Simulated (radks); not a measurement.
# The first electron to leave Ga¹²⁺

Ga¹²⁺ stands in [Ar] 3d1. From which sub-shell is an electron easiest to take? Each removal is a run of its own. The parent's configuration is the lowest that an earlier search found at this level.

Method: scalar-relativistic Kohn-Sham, PBE, spin-polarised, spherical densities, finite nucleus; open shells are filled with parallel spins first. Code: radks (a radial shooting solver on a logarithmic mesh, Libxc functionals) version 1.

1 further run of the same task is left out (set aside as unsound or not needed).

## 1. The system

| Item | Value |
| --- | --- |
| element | gallium (Z = 31) |
| charge | +12 |
| electrons | 19 |
| configuration | [Ar] 3d1 |
| nuclear rms radius | 3.9973 fm |

Outer shells as boxes (Hund's rule):

Ga¹²⁺
```
[Ar] core
3d [↑ ][  ][  ][  ][  ]
```

## 2. The parent, Ga¹²⁺

The parent was computed earlier with the same settings: E = -1881.835326 hartree. Its outer levels (eV):

| level | occupation | energy (eV) |
| --- | --- | --- |
| 2p up | 3 | -1471.4 |
| 2p down | 3 | -1470.3 |
| 3s up | 1 | -467.74 |
| 3s down | 1 | -465.52 |
| 3p up | 3 | -416.63 |
| 3p down | 3 | -414.39 |
| 3d up | 1 | -337.55 |
| 3d down | 0 | -335.03 |

## 3. Remove 3d: [Ar]

The run's settings:

```text
Z 31
configuration [Ar]
relativity scalar-relativistic
functional pbe,pbe
spin polarised
nucleus finite rms 3.9973 fm
c 137.035999084
```

## 4. Remove 3p: [Ne] 3s2 3p5 3d1

Input: that of step 3 with these lines changed.

```diff
@@ -1,3 +1,3 @@
 Z 31
-configuration [Ar]
+configuration [Ne] 3s2 3p5 3d1
 relativity scalar-relativistic
```

## 5. Remove 3s: [Ne] 3s1 3p6 3d1

The run's settings:

```text
Z 31
configuration [Ne] 3s1 3p6 3d1
relativity scalar-relativistic
functional pbe,pbe
spin polarised
nucleus finite rms 3.9973 fm
c 137.035999084
```

## 6. Remove 2p: [He] 2s2 2p5 3s2 3p6 3d1

The run's settings:

```text
Z 31
configuration [He] 2s2 2p5 3s2 3p6 3d1
relativity scalar-relativistic
functional pbe,pbe
spin polarised
nucleus finite rms 3.9973 fm
c 137.035999084
```

Before running it: what results should come out? Wanted: for each run, case; final configuration; Δ-SCF; −ε of the level emptied.

The runs gave:

| case | final configuration | Δ-SCF (eV) | −ε of the level emptied (eV) |
| --- | --- | --- | --- |
| remove 3d | [Ar] | 357.02 | 337.55 |
| remove 3p | [Ne] 3s2 3p5 3d1 | 432.36 | 414.39 |
| remove 3s | [Ne] 3s1 3p6 3d1 | 483.38 | 465.52 |
| remove 2p | [He] 2s2 2p5 3s2 3p6 3d1 | 1519.3 | 1470.3 |

What this shows: The 3d electron leaves first, at 357.02 eV; the next cheapest, 3p, costs 432.36 eV. 3d is also the highest occupied level of the parent. NIST lists 356 eV (theoretical), between the same two configurations. Open shells are spherical and high-spin; term and fine-structure splittings are not resolved.
